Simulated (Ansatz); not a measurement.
# Ca2Hf: the cost of one run

Computed with Ansatz 0.2.0 (DFT PBE, scalar-relativistic, plane waves, PAW, unless a step's input says otherwise).

## 1. The starting structure

The structure is hexagonal, space group P6_3/mmc (No. 194). Conventional cell: a = 3.487 Å, b = 3.487 Å, c = 13.561 Å, α = 90.00°, β = 90.00°, γ = 120.00°. Ca (site symmetry 3m) is surrounded by 3 Hf at 2.61 Å. Hf (site symmetry -6m2) is surrounded by 6 Ca at 2.61 Å.

Coordinates:

```cif
data_structure
_symmetry_space_group_name_H-M 'P 1'
_symmetry_Int_Tables_number 1
_cell_length_a 3.4866
_cell_length_b 3.4866
_cell_length_c 13.5614
_cell_angle_alpha 90.000
_cell_angle_beta 90.000
_cell_angle_gamma 120.000
_cell_volume 142.77
loop_
_atom_site_label
_atom_site_type_symbol
_atom_site_fract_x
_atom_site_fract_y
_atom_site_fract_z
_atom_site_occupancy
Ca1 Ca 0.33333 0.66667 0.62750 1
Ca2 Ca 0.66667 0.33333 0.12750 1
Ca3 Ca 0.33333 0.66667 0.87250 1
Ca4 Ca 0.66667 0.33333 0.37250 1
Hf1 Hf 0.33333 0.66667 0.25000 1
Hf2 Hf 0.66667 0.33333 0.75000 1
```

This is candidate A: 2H molybdenite type (P6_3/mmc, No. 194).

(A quick probe on a coarse mesh, which set the mesh and smearing, is not shown.)

## 3. Rough relaxation on the coarse mesh (candidate A)

The input, input.yaml:

```yaml
crystal:
  lattice:
    - [3.4865996016, 0.0, 0.0]
    - [-1.7432998008, 3.0194838278, 0.0]
    - [0.0, 0.0, 13.561442702]
  atoms:
    - { symbol: Ca, position: [0.3333333333, 0.6666666667, 0.6275] }
    - { symbol: Ca, position: [0.6666666667, 0.3333333333, 0.1275] }
    - { symbol: Ca, position: [0.3333333333, 0.6666666667, 0.8725] }
    - { symbol: Ca, position: [0.6666666667, 0.3333333333, 0.3725] }
    - { symbol: Hf, position: [0.3333333333, 0.6666666667, 0.25] }
    - { symbol: Hf, position: [0.6666666667, 0.3333333333, 0.75] }
basis:
  ecutwfc: 420
kpoints:
  mp_grid: { grid: [6, 6, 2] }
hamiltonian:
  xc: pbe
scf:
  occupations: { method: gaussian, width: 0.1 }
  lower_state_search: "off"
output:
  forces: true
  stress: true
  eigenvalues: true
relax:
  adjacent_minimum: "off"
  f_tol: 0.04
  max_steps: 70
  cell: { stress_tol: 0.4 }
```

On the command line:

```console
ansatz run input.yaml --threads 1 --pin off --max-ram 2560MiB --backend cpu --events-out ev --progress --plain --runs-dir out
```

Q: Estimate wall time and peak memory on 1 thread of Intel Xeon Platinum 8259CL at 2.50GHz (Skylake/Cascade Lake), shared host.

About 2.8 min, with a peak of 0.54 GiB.
